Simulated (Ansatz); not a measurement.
# C3H9HfIO3: small, medium and large basis sets

The task here is to estimate one member of a computed series from the others.

Computed with Ansatz 0.2.0, Gaussian basis. Level: one geometry, several basis sets.

Levels to be run: PBE0-D4/def2-SVP; ωB97M-V/def2-SVP; PBE0-D4/def2-QZVPP; ωB97M-V/def2-QZVPP; the functionals' def2-TZVPP values are taken from earlier runs.

## The geometry

An earlier PBE0-D4 in a triple-zeta def2 set relaxation fixed the geometry. Hf, I take the def2 core potential; no spin-orbit term is included.

SMILES `C[O][Hf]([I])([O]C)[O]C`, 17 atoms, charge 0, spin multiplicity 1.

Atoms are counted from 1 here; the program's logs count them from 0.

Bond lengths: C1–O2 1.388 Å, C1–H9 1.095 Å, C1–H10 1.095 Å, C1–H11 1.095 Å, O2–Hf3 1.906 Å, Hf3–I4 2.765 Å, Hf3–O5 1.906 Å, Hf3–O7 1.906 Å, O5–C6 1.388 Å, C6–H12 1.095 Å, C6–H13 1.095 Å, C6–H14 1.095 Å, O7–C8 1.388 Å, C8–H15 1.095 Å, C8–H16 1.095 Å, C8–H17 1.095 Å. Angles: O2–C1–H9 110.7°, O2–C1–H10 110.7°, O2–C1–H11 110.2°, H9–C1–H10 108.5°, H9–C1–H11 108.4°, H10–C1–H11 108.4°, C1–O2–Hf3 175.8°, O2–Hf3–I4 109.1°, O2–Hf3–O5 109.9°, O2–Hf3–O7 109.9°, I4–Hf3–O5 109.1°, I4–Hf3–O7 109.1°, O5–Hf3–O7 109.9°, Hf3–O5–C6 175.8°, O5–C6–H12 110.7°, O5–C6–H13 110.2°, O5–C6–H14 110.7°, H12–C6–H13 108.4° and more.

The first run:

in.yaml reads:

```yaml
crystal:
  periodic: [false, false, false]
  atoms:
    - {symbol: C, position_ang: [-1.697792, 2.203192, 1.353204]}
    - {symbol: O, position_ang: [-1.049085, 1.004128, 1.090625]}
    - {symbol: Hf, position_ang: [-0.110571, -0.584391, 0.611836]}
    - {symbol: I, position_ang: [-0.470233, -2.478721, 2.593890]}
    - {symbol: O, position_ang: [1.750405, -0.209966, 0.438209]}
    - {symbol: C, position_ang: [3.081691, 0.127725, 0.235785]}
    - {symbol: O, position_ang: [-0.790173, -1.267379, -1.032889]}
    - {symbol: C, position_ang: [-1.259920, -1.676826, -2.273465]}
    - {symbol: H, position_ang: [-0.976544, 3.023061, 1.435954]}
    - {symbol: H, position_ang: [-2.405740, 2.443216, 0.552920]}
    - {symbol: H, position_ang: [-2.251688, 2.134326, 2.294866]}
    - {symbol: H, position_ang: [3.240967, 1.196435, 0.413458]}
    - {symbol: H, position_ang: [3.722469, -0.435350, 0.921681]}
    - {symbol: H, position_ang: [3.387576, -0.102759, -0.790077]}
    - {symbol: H, position_ang: [-1.676898, -2.686538, -2.204775]}
    - {symbol: H, position_ang: [-0.449402, -1.687410, -3.009689]}
    - {symbol: H, position_ang: [-2.045062, -1.002723, -2.631543]}
basis:
  gaussian: {orbitals: def2-SVP}
hamiltonian: {xc: pbe0, dispersion: d4}
output: {orbitals: {seedname: orbitals}}
```

Among the steps run: PBE0-D4 in def2-SVP; ωB97M-V in def2-SVP; PBE0-D4 in def2-QZVPP; ωB97M-V in def2-QZVPP.

One of the session's tables, all rows but one given; the rest of the session is left out.

It belongs to the step «Density functionals: the series». 

```
functional       basis  HOMO (eV)  LUMO (eV)
   PBE0-D4    def2-SVP      -7.07       0.00
   PBE0-D4  def2-TZVPP      -7.15      -0.11
   PBE0-D4  def2-QZVPP      -7.17      -0.28
   ωB97M-V    def2-SVP      -9.16       1.30
   ωB97M-V  def2-TZVPP          ?          ?
   ωB97M-V  def2-QZVPP      -9.28       0.65
```

Q: Estimate the row for ωB97M-V, def2-TZVPP from the others.

The run gave: HOMO (eV): -9.26; LUMO (eV): 1.11. In the column «HOMO (eV)» it lies between ωB97M-V, def2-QZVPP (-9.28) and ωB97M-V, def2-SVP (-9.16).
